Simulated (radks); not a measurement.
# Spin polarisation of the 3d shell in Ti

How much does Ti gain by aligning the spins in its 3d shell? The moment is raised step by step from zero.

The numbers are computed with radks (a radial shooting solver on a logarithmic mesh, Libxc functionals) version 1 (scalar-relativistic Kohn-Sham, r2SCAN, spin-polarised, spherical densities, finite nucleus), except any that are marked as measured or tabulated.

## Step 1: What is computed

- element: titanium (Z = 22)
- charge: 0
- electrons: 22
- configuration: [Ar] 3d(up 1, down 1) 4s2
- nuclear rms radius: 3.5921 fm

A shell typed twice in an input gives spin up, then spin down.

## Step 2: No moment

Input:

```text
Z 22
configuration [Ar] 3d1 3d1 4s2
relativity scalar-relativistic
functional r2scan,r2scan
spin polarised
nucleus finite rms 3.5921 fm
c 137.035999084
```

## Step 3: moment 0.5 in 3d

Settings, as their differences from step 2:

```diff
@@ -1,3 +1,3 @@
 Z 22
-configuration [Ar] 3d1 3d1 4s2
+configuration [Ar] 3d1.25 3d0.75 4s2
 relativity scalar-relativistic
```

## Step 4: moment 1 in 3d

Input:

```text
Z 22
configuration [Ar] 3d1.5 3d0.5 4s2
relativity scalar-relativistic
functional r2scan,r2scan
spin polarised
nucleus finite rms 3.5921 fm
c 137.035999084
```

## Step 5: moment 1.5 in 3d

Input:

```text
Z 22
configuration [Ar] 3d1.75 3d0.25 4s2
relativity scalar-relativistic
functional r2scan,r2scan
spin polarised
nucleus finite rms 3.5921 fm
c 137.035999084
```

## Step 6: moment 2 in 3d

Input:

```text
Z 22
configuration [Ar] 3d2 3d0 4s2
relativity scalar-relativistic
functional r2scan,r2scan
spin polarised
nucleus finite rms 3.5921 fm
c 137.035999084
```

Q: Predict the outcome of this session. Wanted: for each run, moment; E − E(0); ε(3d up); ε(3d down); splitting.

**Answer**, as computed:

| moment (μB) | E − E(0) (eV) | ε(3d up) (eV) | ε(3d down) (eV) | splitting (eV) |
| --- | --- | --- | --- | --- |
| 0 | 0.000 | -4.084 | -4.084 | 0.000 |
| 0.5 | -0.066 | -4.334 | -3.806 | 0.528 |
| 1 | -0.264 | -4.556 | -3.501 | 1.055 |
| 1.5 | -0.593 | -4.747 | -3.170 | 1.577 |
| 2 | -1.052 | -4.900 | -2.813 | 2.087 |

In words: At a moment of 2 μB the energy has fallen by 1.05 eV and the 3d levels split by 2.09 eV, 1.043 eV per μB. The Stoner form E = −I m²/4 would give I = 1.052 eV. The energy falls at every step.
